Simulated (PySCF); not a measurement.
# Zinc: the same states on changed settings

An exercise on one series of results from a longer session: the logs are not shown, and one member is left open.

The numbers are computed with PySCF 2.14.0 (unrestricted determinants in a Gaussian basis, no spin-orbit coupling in the energies), except any that are marked as measured or tabulated.

## Starting point

* Element: zinc (Z = 30)
* Basis: def2-TZVP
* Hamiltonian: no relativity, point nucleus
* State 1: Zn⁺: [Ar] 3d10 4s1, 2S determinant
* State 2: Zn²⁺: [Ar] 3d10, closed-shell 1S
* Methods: UHF, r2SCAN, MN15, MP2, CCSD(T)
* Core shells frozen in the correlated runs: valence: [Ar] (for Zn⁺)

Outer shells as boxes (Hund's rule):

Zn+ [Ar] 3d10 4s1
```
[Ar] core
3d [↑↓][↑↓][↑↓][↑↓][↑↓]
4s [↑ ]
```

Zn2+ [Ar] 3d10
```
[Ar] core
3d [↑↓][↑↓][↑↓][↑↓][↑↓]
```

The sound run (def2-TZVP, no relativity, point nucleus, symmetry-adapted start, fine grid, valence correlation) gave:

```csv
species,method,energy (hartree)
Zn⁺,UHF,-1777.52644
Zn⁺,r2SCAN,-1779.03580
Zn⁺,MN15,-1779.34575
Zn⁺,MP2 (valence),-1777.89023
Zn⁺,CCSD(T) (valence),-1777.86219
Zn²⁺,UHF,-1776.91679
Zn²⁺,r2SCAN,-1778.36691
Zn²⁺,MN15,-1778.69701
Zn²⁺,MP2 (valence),-1777.25584
Zn²⁺,CCSD(T) (valence),-1777.22941
```

The runs were made by one driver on top of PySCF. The scripts below sum up each run's settings (the driver also hands on starting orbitals that pick excited configurations, and frozen orbitals as a list rather than a count), and the logs come from the driver's own runs.

Set-up of the first run:

It was started by

```console
> OMP_NUM_THREADS=1 python atomrun2.py TASK.json OUT
```

input.py reads:

```python
from pyscf import gto, scf, dft, mp, cc
import basis_set_exchange as bse
mol = gto.M(atom="Zn 0 0 0", charge=1, spin=1, symmetry="D2h",
            basis=gto.basis.parse(bse.get_basis("def2-TZVP", elements=["Zn"], fmt="nwchem", header=False)))
mf = scf.UHF(mol)
mf.irrep_nelec = {'Ag': (6, 5), 'B1g': (1, 1), 'B2g': (1, 1), 'B3g': (1, 1), 'B1u': (2, 2), 'B2u': (2, 2), 'B3u': (2, 2)}
mf.init_guess = "minao"
mf.max_cycle = 50
mf.kernel()
```

Steps of the session up to this table: Changed run, Zn⁺: the ladder of methods; Changed run, Zn²⁺, method by method.

One of the session's tables, all rows but one given; the rest of the session is left out.

Ionisation energy of Zn⁺:

```
 method  sound run (eV)
    UHF          16.589
 r2SCAN               ?
   MN15          17.653
    MP2          17.263
SCS-MP2          17.144
   CCSD          17.177
CCSD(T)          17.219
```

Estimate the missing values for r2SCAN.

The run gave: sound run (eV): 18.202. In the column «sound run (eV)» it is the highest.
